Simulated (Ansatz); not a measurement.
# As2H (doublet): wave-function methods side by side, cc-pVTZ

An exercise on one series of results from a longer session: the logs are not shown, and one member is left open.

Computed with Ansatz 0.2.0, Gaussian basis. Level: cc-pVTZ, core rule «outside noble gas», up to 28 orbitals frozen.

The runs, in order: UHF; CCSD(T) on ROHF; CCSD(T) on UHF; BCCD(T) on ROHF; CCSDT(Q) on ROHF; CCSDT(Q) on UHF; CASSCF and MRCISD+Q, 11 electrons in 9 orbitals; CASSCF and NEVPT2, 11 electrons in 9 orbitals.

3 further runs of the same task are left out: 3 set aside as unsound or not needed. Runs told in other sessions of the task aren't counted.

## The system

The geometry is a PBE0/def2-TZVP stationary point (not a proven minimum) of the parent state, kept for this charge and spin. No spin-orbit coupling is included. The filled d shell of As may be among the frozen orbitals whatever the setting's name suggests.

3 atoms, charge 0, spin multiplicity 2.

Atoms are counted from 1 here; the program's logs count them from 0.

Bond lengths: As1–As2 2.491 Å, As1–H3 1.530 Å. Angles: As2–As1–H3 92.0°.

As a file:

```xyz
3
charge 0, multiplicity 2
As    0.0000   -0.5251    0.8030
As    0.0000   -0.4773   -1.6877
H     0.0000    1.0024    0.8847
```

Set-up of the first run:

in.yaml reads:

```yaml
crystal:
  periodic: [false, false, false]
  atoms:
    - {symbol: As, position_ang: [0.000000, -0.525099, 0.802993]}
    - {symbol: As, position_ang: [0.000000, -0.477272, -1.687686]}
    - {symbol: H, position_ang: [0.000000, 1.002371, 0.884693]}
basis:
  gaussian: {orbitals: cc-pVTZ}
magnetization: {spin_polarized: true, initial_magnetization: 1}
hamiltonian: {xc: hf}
output: {orbitals: {seedname: orbitals}}
```

Launch:

```
> ansatz run in.yaml --threads 1 --pin off --events-out ev --progress --plain --max-ram 2816MiB --backend cpu
```

Among the steps run: UHF; CCSD(T) on ROHF; CCSD(T) on UHF; BCCD(T) on ROHF; CCSDT(Q) on ROHF; CCSDT(Q) on UHF; CASSCF and MRCISD+Q, 11 electrons in 9 orbitals; CASSCF and NEVPT2, 11 electrons in 9 orbitals.

One table of the session follows, with a row left open; its other results are not shown here.

It belongs to the step «Misses and costs». 

| method | from RCCSDT(Q) (meV) |
| --- | --- |
| ROHF | +8348.2 |
| UHF | +7157.5 |
| RMP2 | +1370.6 |
| UMP2 | +1606.9 |
| RCCSD | +620.8 |
| UCCSD | +548.4 |
| RCCSD(T) | +105.5 |
| UCCSD(T) | +180.5 |
| BCCD(T) | +135.5 |
| RCCSDT | +64.6 |
| UCCSDT | +55.6 |
| RCCSDT(Q) | 0 |
| UCCSDT(Q) | +0.2 |
| CASSCF valence | +5803.4 |
| NEVPT2 valence | +1238.4 |
| MRCISD valence | ? |
| MRCISD+Q valence | +86.4 |

**Question.** Estimate the row for MRCISD valence.

As computed: from RCCSDT(Q) (meV): +613.5. In the column «from RCCSDT(Q) (meV)» it lies between UCCSD (+548.4) and RCCSD (+620.8).

Caveats from the session: The determinant of HF (⟨S²⟩ 1.63) is far from a pure spin state, so its energy mixes those of several spin states; that is harmless only where they are near-degenerate. The determinant of CCSD(T) (⟨S²⟩ 1.63) is far from a pure spin state, so its energy mixes those of several spin states; high orders of coupled cluster remove much of that, low ones don't. The determinant of CCSDT(Q) (⟨S²⟩ 1.63) is far from a pure spin state, so its energy mixes those of several spin states; high orders of coupled cluster remove much of that, low ones don't. Restricted and unrestricted rows rest on different reference determinants; a gap between their highest levels can come from leftover correlation error, from unlike frozen cores or from another state.
